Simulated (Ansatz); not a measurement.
# AlH5SiZn: small, medium and large basis sets

An exercise on one series of results from a longer session: the logs are not shown, and one member is left open.

The runs use Ansatz 0.2.0, Gaussian basis; one geometry, several basis sets.

Plan: PBE0-D4/def2-SVP; ωB97M-V/def2-SVP; PBE0-D4/def2-QZVPP; ωB97M-V/def2-QZVPP; the functionals' def2-TZVPP values are taken from earlier runs.

## Structure used throughout

The geometry comes from an earlier relaxation with PBE0-D4 in a triple-zeta def2 set; it is a stationary point, not always the lowest conformer.

SMILES `[AlH2][SiH2][ZnH]`, 8 atoms, charge 0, spin multiplicity 1.

Atoms are counted from 1 here; the program's logs count them from 0.

Bond lengths: Al1–Si2 2.432 Å, Al1–H4 1.590 Å, Al1–H5 1.590 Å, Si2–Zn3 2.378 Å, Si2–H6 1.496 Å, Si2–H7 1.496 Å, Zn3–H8 1.557 Å. Angles: Si2–Al1–H4 120.5°, Si2–Al1–H5 120.6°, H4–Al1–H5 118.8°, Al1–Si2–Zn3 112.2°, Al1–Si2–H6 110.8°, Al1–Si2–H7 110.7°, Zn3–Si2–H6 108.0°, Zn3–Si2–H7 107.9°, H6–Si2–H7 107.0°, Si2–Zn3–H8 179.5°.

Set-up of the first run:

in.yaml

```yaml
crystal:
  periodic: [false, false, false]
  atoms:
    - {symbol: Al, position_ang: [-1.131126, 0.925103, -1.101815]}
    - {symbol: Si, position_ang: [0.849698, 0.249039, 0.136232]}
    - {symbol: Zn, position_ang: [0.489410, -1.735794, 1.395074]}
    - {symbol: H, position_ang: [-1.411751, 0.342352, -2.554667]}
    - {symbol: H, position_ang: [-2.220191, 1.871787, -0.433461]}
    - {symbol: H, position_ang: [1.279180, 1.325116, 1.082032]}
    - {symbol: H, position_ang: [1.995213, 0.001743, -0.793270]}
    - {symbol: H, position_ang: [0.241766, -3.036445, 2.214077]}
basis:
  gaussian: {orbitals: def2-SVP}
hamiltonian: {xc: pbe0, dispersion: d4}
output: {orbitals: {seedname: orbitals}}
```

Steps of the session up to this table: PBE0-D4 in def2-SVP; ωB97M-V in def2-SVP; PBE0-D4 in def2-QZVPP; ωB97M-V in def2-QZVPP.

One of the session's tables, all rows but one given; the rest of the session is left out.

It belongs to the step «Density functionals: the series». 

```
functional       basis  HOMO (eV)  LUMO (eV)
   PBE0-D4    def2-SVP      -6.89      -1.99
   PBE0-D4  def2-TZVPP      -6.94      -2.09
   PBE0-D4  def2-QZVPP          ?          ?
   ωB97M-V    def2-SVP      -8.74      -0.29
   ωB97M-V  def2-TZVPP      -8.84      -0.51
   ωB97M-V  def2-QZVPP      -8.84      -0.59
```

Q: Estimate the row for PBE0-D4, def2-QZVPP from the others.

The run gave: HOMO (eV): -6.93; LUMO (eV): -2.10. In the column «HOMO (eV)» it lies between PBE0-D4, def2-TZVPP (-6.94) and PBE0-D4, def2-SVP (-6.89).
